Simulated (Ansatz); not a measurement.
# BF₂H₃Si: ionisation energy by level of theory

Aim: the vertical ionisation energy of BF₂H₃Si, as cation minus neutral at the neutral's geometry, on several levels, and how well −ε(HOMO) stands in for it.

The runs use Ansatz 0.2.0, Gaussian basis; unrestricted cation, the program's frozen cores in correlated methods.

Levels to be run: UKS PBE-D4/def2-TZVPP; UKS r2SCAN-D4/def2-TZVPP; UKS PBE0-D4/def2-TZVPP; UKS B3LYP-D4/def2-TZVPP; UKS wB97X-V/def2-TZVPP; UKS wB97M-V/def2-TZVPP; UKS B2PLYP/def2-TZVPP; UHF-CCSD(T)/def2-TZVPP; UHF-MP2/def2-QZVPP; extrapolation to the limit; then −ε(HOMO) from the neutral's earlier runs with LDA (SPW92), PBE-D4, revPBE-D4, BLYP-D4, r2SCAN-D4, B97M-V, PBE0-D4, B3LYP-D4, r2SCANh-D4, r2SCAN0-D4, HSE06-D4, BHLYP-D4, CAM-B3LYP-D4, LC-ωPBE, ωB97X-V, ωB97M-V.

### 1 The relaxed structure

All runs share one geometry, relaxed beforehand with PBE0-D4 in a triple-zeta def2 set.

7 atoms, charge 0, spin multiplicity 1.

Atoms are counted from 1 here; the program's logs count them from 0.

Bond lengths: F1–B2 1.319 Å, B2–F3 1.320 Å, B2–Si4 2.035 Å, Si4–H5 1.484 Å, Si4–H6 1.488 Å, Si4–H7 1.486 Å. Angles: F1–B2–F3 116.2°, F1–B2–Si4 122.6°, F3–B2–Si4 121.2°, B2–Si4–H5 111.0°, B2–Si4–H6 108.5°, B2–Si4–H7 109.7°, H5–Si4–H6 109.2°, H5–Si4–H7 109.8°, H6–Si4–H7 108.6°.

### 2 Cation, UKS PBE-D4/def2-TZVPP

The input, in.yaml:

```yaml
crystal:
  periodic: [false, false, false]
  atoms:
    - {symbol: F, position_ang: [1.870547, -0.649796, 0.966167]}
    - {symbol: B, position_ang: [0.619315, -0.824626, 0.587099]}
    - {symbol: F, position_ang: [0.059884, -1.969545, 0.930821]}
    - {symbol: Si, position_ang: [-0.418448, 0.585919, -0.449207]}
    - {symbol: H, position_ang: [0.487371, 1.645908, -0.958565]}
    - {symbol: H, position_ang: [-1.423165, 1.196174, 0.462639]}
    - {symbol: H, position_ang: [-1.134205, -0.052034, -1.584555]}
basis:
  gaussian: {orbitals: def2-TZVPP}
total_charge: 1
magnetization: {spin_polarized: true, initial_magnetization: 1}
hamiltonian: {xc: pbe, dispersion: d4}
```

Started as:

```bash
$ ansatz run in.yaml --threads 4 --pin off --events-out ev --progress --plain --max-ram 10444MiB
```

Further steps of the session: Cation, UKS r2SCAN-D4/def2-TZVPP; Cation, UKS PBE0-D4/def2-TZVPP; Cation, UKS B3LYP-D4/def2-TZVPP; Cation, UKS wB97X-V/def2-TZVPP; Cation, UKS wB97M-V/def2-TZVPP; Cation, UKS B2PLYP (frozen core)/def2-TZVPP; Cation, UHF-CCSD(T)/def2-TZVPP; Cation, UHF-MP2/def2-QZVPP.

Before running them: what should the planned runs give, taken together? Wanted: ionisation energy, CCSD(T)/CBS; nearest functional by difference; nearest −ε(HOMO); −ε(HOMO) of PBE; T1 of the cation.

As calculated:

| quantity | value |
| --- | --- |
| ionisation energy, CCSD(T)/CBS | 11.84 eV |
| nearest functional by difference | ωB97M-V (-0.19 eV) |
| nearest −ε(HOMO) | LC-ωPBE (+0.04 eV) |
| −ε(HOMO) of PBE | 7.74 eV |
| T1 of the cation | 0.021 |

By cation minus neutral, the functionals miss by 0.67 eV at most. The PBE orbital energy is 4.1 eV too small: a semilocal HOMO is no ionisation energy. Among orbital estimates LC-ωPBE comes nearest. Hartree-Fock falls 0.70 eV short, as the neutral has more correlation energy than the cation.
